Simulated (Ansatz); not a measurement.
# CH8OSi2: how energies converge with the basis set

The task here is to estimate one member of a computed series from the others.

Computed with Ansatz 0.2.0, Gaussian basis. Level: one geometry, several basis sets.

The runs, in order: PBE0-D4/def2-SVP; ωB97M-V/def2-SVP; PBE0-D4/def2-QZVPP; ωB97M-V/def2-QZVPP; the functionals' def2-TZVPP values are taken from earlier runs.

### Structure used throughout

All runs share one geometry, relaxed beforehand with PBE0-D4 in a triple-zeta def2 set.

SMILES `C[SiH](O)[SiH3]`, 12 atoms, charge 0, spin multiplicity 1.

Atoms are counted from 1 here; the program's logs count them from 0.

Bond lengths: C1–Si2 1.869 Å, C1–H5 1.092 Å, C1–H6 1.094 Å, C1–H7 1.094 Å, Si2–O3 1.657 Å, Si2–Si4 2.342 Å, Si2–H8 1.496 Å, O3–H9 0.958 Å, Si4–H10 1.489 Å, Si4–H11 1.490 Å, Si4–H12 1.488 Å. Angles: Si2–C1–H5 111.1°, Si2–C1–H6 111.1°, Si2–C1–H7 110.3°, H5–C1–H6 108.2°, H5–C1–H7 108.2°, H6–C1–H7 107.7°, C1–Si2–O3 112.1°, C1–Si2–Si4 111.5°, C1–Si2–H8 107.9°, O3–Si2–Si4 105.7°, O3–Si2–H8 110.0°, Si4–Si2–H8 109.6°, Si2–O3–H9 117.6°, Si2–Si4–H10 110.9°, Si2–Si4–H11 109.3°, Si2–Si4–H12 111.5°, H10–Si4–H11 108.0°, H10–Si4–H12 108.7° and more.

The first run:

The input, in.yaml:

```yaml
crystal:
  periodic: [false, false, false]
  atoms:
    - {symbol: C, position_ang: [-1.128146, 1.273256, 0.206719]}
    - {symbol: Si, position_ang: [-0.101834, -0.237014, 0.605074]}
    - {symbol: O, position_ang: [1.132963, 0.107407, 1.654698]}
    - {symbol: Si, position_ang: [0.919397, -1.111304, -1.312209]}
    - {symbol: H, position_ang: [-0.515566, 2.058945, -0.241370]}
    - {symbol: H, position_ang: [-1.599363, 1.678053, 1.106779]}
    - {symbol: H, position_ang: [-1.923649, 1.016018, -0.498523]}
    - {symbol: H, position_ang: [-1.009376, -1.264228, 1.203906]}
    - {symbol: H, position_ang: [0.899885, 0.335508, 2.555682]}
    - {symbol: H, position_ang: [1.816718, -0.103665, -1.942062]}
    - {symbol: H, position_ang: [-0.129008, -1.479453, -2.305520]}
    - {symbol: H, position_ang: [1.714979, -2.328721, -0.999274]}
basis:
  gaussian: {orbitals: def2-SVP}
hamiltonian: {xc: pbe0, dispersion: d4}
output: {orbitals: {seedname: orbitals}}
```

Among the steps run: PBE0-D4 in def2-SVP; ωB97M-V in def2-SVP; PBE0-D4 in def2-QZVPP; ωB97M-V in def2-QZVPP.

One table of the session follows, with a row left open; its other results are not shown here.

It belongs to the step «Density functionals: the series». 

| functional | basis | HOMO (eV) | LUMO (eV) |
| --- | --- | --- | --- |
| PBE0-D4 | def2-SVP | -7.81 | 0.39 |
| PBE0-D4 | def2-TZVPP | -7.84 | -0.04 |
| PBE0-D4 | def2-QZVPP | -7.85 | -0.21 |
| ωB97M-V | def2-SVP | ? | ? |
| ωB97M-V | def2-TZVPP | -9.90 | 1.61 |
| ωB97M-V | def2-QZVPP | -9.91 | 1.16 |

**Question.** Estimate the row for ωB97M-V, def2-SVP.

The run gave: HOMO (eV): -9.83; LUMO (eV): 2.23. In the column «HOMO (eV)» it lies between ωB97M-V, def2-TZVPP (-9.90) and PBE0-D4, def2-QZVPP (-7.85).
